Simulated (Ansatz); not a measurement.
**BeGe (triplet): the correlation ladder at distance Ge1–Be2 = 1.741 Å, cc-pVDZ**

Aim: climb from Hartree-Fock through coupled cluster and multireference methods for BeGe (triplet) at one geometry and basis, and see what each rung misses.

The runs use Ansatz 0.2.0, Gaussian basis; cc-pVDZ, core rule «outside noble gas», up to 15 orbitals frozen.

To be run: UHF; CCSD(T) on ROHF; CCSD(T) on UHF; BCCD(T) on ROHF; CISD as a restricted active space (open shells left free, so some higher excitations enter); CCSDT(Q) on ROHF; CCSDT(Q) on UHF; CASSCF and MRCISD+Q, 4 electrons in 4 orbitals; CASSCF and NEVPT2, 4 electrons in 4 orbitals; Full CI.

22 further runs of the same task are left out: 4 for a known fault of the program, 15 that didn't finish, 3 set aside as unsound or not needed. Runs told in other sessions of the task aren't counted.

### 1 What is computed

The geometry derives from a PBE0/def2-TZVP stationary point (not a proven minimum). One bond is set to the value named and the two fragments are kept rigid. No spin-orbit coupling is included. The filled d shell of Ge may be among the frozen orbitals whatever the setting's name suggests.

2 atoms, charge 0, spin multiplicity 3.

Atoms are counted from 1 here; the program's logs count them from 0.

Bond lengths: Ge1–Be2 1.741 Å.

### 2 UHF

Contents of in.yaml:

```yaml
crystal:
  periodic: [false, false, false]
  atoms:
    - {symbol: Ge, position_ang: [0.000000, 0.000000, 0.000000]}
    - {symbol: Be, position_ang: [0.000000, 0.000000, 1.741000]}
basis:
  gaussian: {orbitals: cc-pVDZ}
magnetization: {spin_polarized: true, initial_magnetization: 2}
hamiltonian: {xc: hf}
output: {orbitals: {seedname: orbitals}}
```

Launch:

```console
$ ansatz run in.yaml --threads 1 --pin off --events-out ev --progress --plain --max-ram 2393MiB
```

The runs that follow: CCSD(T) on ROHF; CCSD(T) on UHF; BCCD(T) on ROHF; CISD as a restricted active space (open shells left free, so some higher excitations enter); CCSDT(Q) on ROHF; CCSDT(Q) on UHF; CASSCF and MRCISD+Q, 4 electrons in 4 orbitals; CASSCF and NEVPT2, 4 electrons in 4 orbitals; Full CI.

Before running them: what should the planned runs give, taken together? Wanted: FCI from the RHF energy; RMP2 from FCI; UMP2 from FCI; RCCSD from FCI; RCCSD(T) from FCI; UCCSD(T) from FCI; RCCSDT(Q) from FCI; UCCSDT(Q) from FCI; NEVPT2 pair from FCI.

The runs gave:

| quantity | value |
| --- | --- |
| FCI from the ROHF energy | -3.3767 eV |
| RMP2 from FCI | +914.0 meV |
| UMP2 from FCI | +898.8 meV |
| RCCSD from FCI | +253.9 meV |
| RCCSD(T) from FCI | +59.1 meV |
| UCCSD(T) from FCI | +50.9 meV |
| RCCSDT(Q) from FCI | +1.3 meV |
| UCCSDT(Q) from FCI | -7.6 meV |
| NEVPT2 pair from FCI | +740.0 meV |
| MRCISD+Q pair from FCI | +70.8 meV |
| levels within 1 kcal/mol (43 meV) | RCCSDT, UCCSDT, RCCSDT(Q), UCCSDT(Q) |
| T1 diagnostic | 0.057 |
| effectively unpaired electrons | 2.24 |

What this shows: RCCSD(T) lands +59.1 meV from the yardstick (1.8 % of the correlation energy). UCCSDT(Q) falls below full CI: unrestricted runs freeze a spin-polarised core, another one than full CI's, and coupled cluster isn't variational. The occupations show static correlation (2.24 effectively unpaired electrons where one determinant has 2). Of the multireference levels listed MRCISD+Q pair comes nearest in total energy (+70.8 meV), which doesn't show that its space is the better one. Coupled cluster took another determinant than the lowest Hartree-Fock one. These misses are within one basis, not against nature; the frozen cores of restricted and unrestricted runs differ, which can shift their rows.

Levels on UHF freeze UHF's core orbitals, full CI those of ROHF, so the U rows can settle a little off it for that reason alone.

With open shells the CI space here admits some higher excitations, so it is larger than plain CISD.
